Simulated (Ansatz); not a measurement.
# Ti3S2 (R32) in Ansatz: relaxation of cell and atoms with PBEsol

Aim: the relaxation of cell and atoms of Ti3S2 with PBEsol.

Program: Ansatz 0.2.0. These are calculated values, not measurements. Logs are shortened: lines on timing, memory, paths and dates and some standing lists are left out, and cuts for length are marked.

## 1. Starting point

It takes space group R32 (No. 155, trigonal). Conventional cell: a = 5.426 Å, b = 5.426 Å, c = 9.713 Å, α = 90.00°, β = 90.00°, γ = 120.00°. Ti (site symmetry 2) has 4 S at 2.42 to 2.44 Å as nearest neighbours. S (site symmetry 3) is surrounded by 6 Ti at 2.42 to 2.44 Å.

The cell comes from a database or a generator and needn't be the stable form of this composition.

## 2. Relaxation of cell and atoms, PBEsol

Input file input.yaml:

```yaml
crystal:
  lattice:
    - [2.7131139241, 1.5664170544, 3.2376184047]
    - [-2.7131139241, 1.5664170544, 3.2376184047]
    - [0.0, -3.1328341088, 3.2376184047]
  atoms:
    - { symbol: Ti, position: [0.0, 0.335655, 0.664345] }
    - { symbol: Ti, position: [0.664345, 0.0, 0.335655] }
    - { symbol: Ti, position: [0.335655, 0.664345, 0.0] }
    - { symbol: S, position: [0.167839, 0.167839, 0.167839] }
    - { symbol: S, position: [0.832161, 0.832161, 0.832161] }
hamiltonian:
  xc: pbesol
  pseudopotentials: { kind: paw }
kpoints:
  mp_grid: { grid: [6, 6, 6] }
scf:
  occupations: { method: fermi_dirac, width: 0.05 }
output:
  forces: true
  stress: true
  eigenvalues: true
relax:
  f_tol: 0.01
  max_steps: 40
  cell: { stress_tol: 0.05 }
```

Potentials or basis: Ansatz PAW.

Launch:

```bash
ansatz run input.yaml --threads 2 --pin off --max-ram 5632MiB --backend cpu --events-out ev --progress --plain --runs-dir out
```

Log:

```text
Warning: RAYON_NUM_THREADS=2 ignored (pool sized by the plan → 2); use --threads N
Engine: ansatz 0.2.0, x86_64-unknown-linux-gnu
Pseudopotentials: kind: paw
Pseudopotential: Ti, paw, valence charge 12, recommended cutoff 420 eV (normal), Ti.paw.azcp
Pseudopotential: S, paw, valence charge 6, recommended cutoff 420 eV (normal), S.paw.azcp
Functional definition: PBEsol
  exchange = pbesol_x
  correlation = pbesol_c
Crystal: 5 atoms, lattice volume = 82.557 Å³
Basis set: ecut = 420 eV, 1613 PW (Γ), exchange–correlation on 64×64×64 points (8 copies of the dense FFT grid, shifted against one another)
Bands: 29, of which v1, the nominal top of the filled ones, is band 24 counted from 1 (23 counted from 0)
Symmetry: 6 space group operations
Space group: R32 (ITA 155), of the structure as read, at distance tolerance 4.4e-5 Å
k-points: 32 of 216 (time reversal used)
Non-local potential: Ti, projectors of the file, l = 0: 3, l = 1: 2, l = 2: 3, l = 3: 1
Non-local potential: S, projectors of the file, l = 0: 2, l = 1: 2, l = 2: 2
PAW form: soft (Blöchl's): semilocal exchange-correlation on the pseudo side does not see the compensation charge
PAW frozen core: Ti, regenerated for the run's functional, and the local potential with it (the file was generated under x = pbe(κ = 0.804, μ = 0.2195149727645171), c = pbe(β = 0.06672455060314922))
PAW frozen core: S, regenerated for the run's functional, and the local potential with it (the file was generated under x = pbe(κ = 0.804, μ = 0.2195149727645171), c = pbe(β = 0.06672455060314922))
PAW one-centre angular grid: Ti, 590 points (default); XC on 64 Gauss nodes
PAW one-centre angular grid: S, 110 points (default); XC on 64 Gauss nodes
Initial density: superposition of atomic densities (neutral atoms: chi_scale 0, normalization atom), corrected by the library's trained network
Initial wavefunctions: pseudopotential atomic-orbital guess
Functional: x = pbesol(κ = 0.804, μ = 0.12345679012345678), c = pbesol(β = 0.046)
SCF iter   1: F=—  HF=-9196.821377 eV  |F-HF|=—  |Δ(HF+E_count)|=         —  Δρ=1.02e-2  dr2=7.17e-2  ethr=1.77e-3  ⟨swp⟩=5.4  Hψ=3895  notcnv=0
preconditioner: auto → Kerker (q_TF=auto, 2.493 Å⁻¹)  [metal: Δε(μ)=0.069 eV  Ē_g=6.248 eV  σ=0.050 eV  W_gap=0.33  n_scr=20 (ndim 8)  ℏωp=20.0 eV  f_vac=0.000  D(μ)=1.98/eV (n_scr^D=14)]
SCF iter   2: F=—  HF=-9196.806269 eV  |F-HF|=—  |Δ(HF+E_count)|=   1.51e-2  Δρ=4.41e-3  dr2=1.33e-2  ethr=1.49e-4  ⟨swp⟩=2.0  Hψ=1465  notcnv=0
SCF iter   3: F=—  HF=-9196.804657 eV  |F-HF|=—  |Δ(HF+E_count)|=   1.61e-3  Δρ=1.53e-3  dr2=1.97e-3  ethr=2.77e-5  ⟨swp⟩=2.0  Hψ=1062  notcnv=0
SCF iter   4: F=—  HF=-9196.804431 eV  |F-HF|=—  |Δ(HF+E_count)|=   2.26e-4  Δρ=2.67e-4  dr2=6.19e-5  ethr=4.11e-6  ⟨swp⟩=2.0  Hψ=1240  notcnv=0
SCF iter   5: F=—  HF=-9196.804412 eV  |F-HF|=—  |Δ(HF+E_count)|=   1.93e-5  Δρ=5.89e-5  dr2=2.84e-6  ethr=1.29e-7  ⟨swp⟩=2.0  Hψ=1243  notcnv=0
SCF iter   6: F=—  HF=-9196.804412 eV  |F-HF|=—  |Δ(HF+E_count)|=   6.28e-8  Δρ=1.56e-5  dr2=2.82e-7  ethr=5.91e-9  ⟨swp⟩=3.0  Hψ=1685  notcnv=0
SCF iter   7: F=-9196.804412 eV  HF=-9196.804412 eV  |F-HF|=2.17e-8  |Δ(HF+E_count)|=   4.09e-8  Δρ=4.78e-6  dr2=3.37e-8  ethr=2.08e-10  ⟨swp⟩=5.5  Hψ=3466  notcnv=0
SCF 1 converged in 7 iterations: F = -9196.804412 eV  dr2 = 3.37e-8
relax step   1: F+E_penalty+E_count = -9196.80441169 eV  Δ(F+E_penalty+E_count) = +0.000e0 eV  max|allowed force component| = 4.412e-2 eV/Å  Δτ_max = 0.0000 Å  P = -4.469 GPa  Ω = 82.557 Å³  (7 SCF iters, dr2 threshold 1.00e-7 eV, accepted)
Crystal: 5 atoms, lattice volume = 79.432 Å³
[... 72 lines left out ...]
Harris-Foulkes:  -9196.844831 eV  (|F-HF|=1.82e-12)
Internal energy: -9196.826551 eV  (E = F + TS)
E sigma→0 (E₀):  -9196.835691 eV
Entropy (-TS):   -0.018280 eV (-3.656 meV/atom)
Fermi energy:    12.680139 eV
--- Per-component energies (eV) ---
  E_band       = -450.639664
  E_kinetic    = 1043.184554
  E_local      = -2890.279962  (includes V_loc(G=0)·N_el)
  E_nonlocal   = 85.358879
  E_hartree    = 1190.308202
  E_xc         = -487.732922
  E_vxc        = -546.556302  (∫ρ·V_xc dr)
  E_paw        = -4237.087710  (= ΣΔE_a)
  E_vpaw       = -522.963603  (= ΣTr[D̂ρ^β])
  E_aug_tail   = 0.000365  (compensation charges beyond the density's cutoff)
  E_ewald      = -3901.120008
  E_core_change = 0.542052  (= ΣΔE_core)
  E_smearing   = -0.018280  (= −TS)
  E_closure    = 0.000000  (closes the sum)
  Σ components = -9196.844831   (vs F -9196.844831, Δ=0.00e0)
--- Forces (eV/Å), atoms counted from 1 ---
  atom   1  Ti     0.00052229    -0.00090464    -0.00000000
  atom   2  Ti     0.00052229     0.00090464    -0.00000000
  atom   3  Ti    -0.00104459     0.00000000    -0.00000000
  atom   4  S      0.00000000     0.00000000    -0.00054999
  atom   5  S      0.00000000     0.00000000     0.00054999
  max |Σ_I F_I| component: 5.98e-16 eV/Å
--- Stress (GPa, compression-positive) ---
       -0.002781      -0.000000      -0.000000
       -0.000000      -0.002781       0.000000
       -0.000000       0.000000       0.004194
  P = ⅓ Tr σ = -0.0005 GPa (-0.005 kbar)
--- Band table (eV; the first three rows and the last of 32) ---
  k-point 0: bands = ["-43.9670", "-43.9083", "-43.9083", "-20.4454", "-20.4454", "-20.4050", "-20.3909", "-20.3684", "-20.3684", "-20.3596", "-20.1666", "-20.1666", "-2.7586", "-0.7359", "6.5668", "6.5668", "6.9268", "8.4805", "8.7474", "8.7474", "10.4896", "11.1902", "12.6690", "12.6690", "13.2812", "13.2812", "14.5540", "14.5540", "14.7259"]
  k-point 1: bands = ["-43.9627", "-43.9129", "-43.9078", "-20.4710", "-20.4344", "-20.4250", "-20.4153", "-20.3723", "-20.3272", "-20.3090", "-20.1954", "-20.1728", "-2.6190", "-0.8307", "6.4700", "6.7007", "6.9482", "8.2045", "8.5630", "8.8867", "10.7587", "11.4633", "12.4902", "12.5897", "13.0201", "13.4657", "14.0556", "14.4470", "15.0259"]
  k-point 2: bands = ["-43.9514", "-43.9227", "-43.9091", "-20.4909", "-20.4601", "-20.4199", "-20.4000", "-20.3768", "-20.2881", "-20.2631", "-20.2450", "-20.1907", "-2.2632", "-1.0974", "6.5738", "6.6014", "6.9710", "7.8736", "8.3150", "9.1724", "11.2449", "11.8029", "12.2879", "12.3294", "12.6442", "13.6273", "13.8191", "14.1704", "14.8575"]
  k-point 31: bands = ["-43.9510", "-43.9155", "-43.9155", "-20.5857", "-20.4310", "-20.3822", "-20.3822", "-20.3797", "-20.3595", "-20.3595", "-20.1514", "-20.1514", "-1.5530", "-0.8623", "5.2371", "6.5164", "6.5164", "7.9779", "8.5195", "8.5195", "11.8246", "12.4898", "12.4898", "12.6355", "12.9954", "12.9954", "13.5444", "13.5444", "14.7067"]
--- Relaxed structure (5 steps of the walk, 5 accepted, 1 SCFs on fresh bases) ---
  F+E_penalty+E_count = -9196.84483125 eV   max|allowed force component| = 1.045e-3 eV/Å   (the final SCF, on the basis selected at the relaxed cell)
  cell:  # Å, volume = 79.7256 Å³
    - [2.681808479619115, 1.5483428476231167, 3.2000133241430806]
    - [-2.681808479619115, 1.5483428476231167, 3.2000133241430806]
    - [-5.5483436112562416e-18, -3.0966856952462334, 3.2000133241430806]
  atoms:
    - { symbol: Ti, position: [0.0, 0.3363883248508823, 0.6636116751491178] }
    - { symbol: Ti, position: [0.6636116751491177, 1.1102230246251565e-16, 0.3363883248508823] }
    - { symbol: Ti, position: [0.33638832485088244, 0.6636116751491177, 0.0] }
    - { symbol: S, position: [0.1676345920289364, 0.1676345920289364, 0.1676345920289364] }
    - { symbol: S, position: [0.8323654079710634, 0.8323654079710634, 0.8323654079710634] }
```

Run time: 18 s. Hardware: 2 threads of AMD EPYC 7R13 (Zen 3), shared host; peak memory 0.4 GiB.

Results:

* Free energy: -9196.8448 eV
* Relaxed volume: 15.95 Å³/atom
* Relaxed cell: a = 4.453 Å, b = 4.453 Å, c = 4.453 Å, α = 74.06°, β = 74.06°, γ = 74.06°
* Space group after relaxing (to 0.05 Å): R32 (No. 155)
* Energy gained by relaxing: 8.1 meV/atom
* Ionic steps: 6
* Pressure after relaxing: 0.0 GPa
* Band gap on the k mesh: none (metal or under the smearing width)

Step by step:
```tsv
step	energy change (eV)	largest force (eV/Å)	volume (Å³)
1	0.0000	0.0441	82.56
2	-0.0369	0.0819	79.43
3	-0.0402	0.0218	79.76
4	-0.0406	0.0095	79.73
5	-0.0406	0.0011	79.73
6	-0.0404	0.0010	79.73
```

Final structure:
```
Ti S
1.0
     2.68181    1.54834    3.20001
    -2.68181    1.54834    3.20001
     0.00000   -3.09669    3.20001
Ti S
3 2
Cartesian
  -0.9021 -1.5342 3.2000
  1.7797 -0.0142 3.2000
  -0.8776 1.5483 3.2000
  0.0000 0.0000 1.6093
  0.0000 0.0000 7.9907
```

Levels at points of the mesh, in eV from the Fermi level:
```
              k point  band 22  band 23  band 24  band 25  band 26  band 27
   (0.00, 0.00, 0.00)    -1.49    -0.01    -0.01     0.60     0.60     1.87
  (0.00, 0.00, -0.50)    -0.93    -0.71    -0.46    -0.14     0.86     1.35
 (0.00, -0.50, -0.50)    -1.08    -0.71    -0.22     0.10     0.69     1.43
(-0.50, -0.50, -0.50)    -0.19    -0.19    -0.04     0.32     0.32     0.86
```

Caveat: the plane-wave basis is chosen anew once the cell has moved, so the energies of steps on either side of that aren't comparable; the PAW data sets come from PBE, with cores solved anew for the run's functional, which leaves a small shift of forces and pressure.
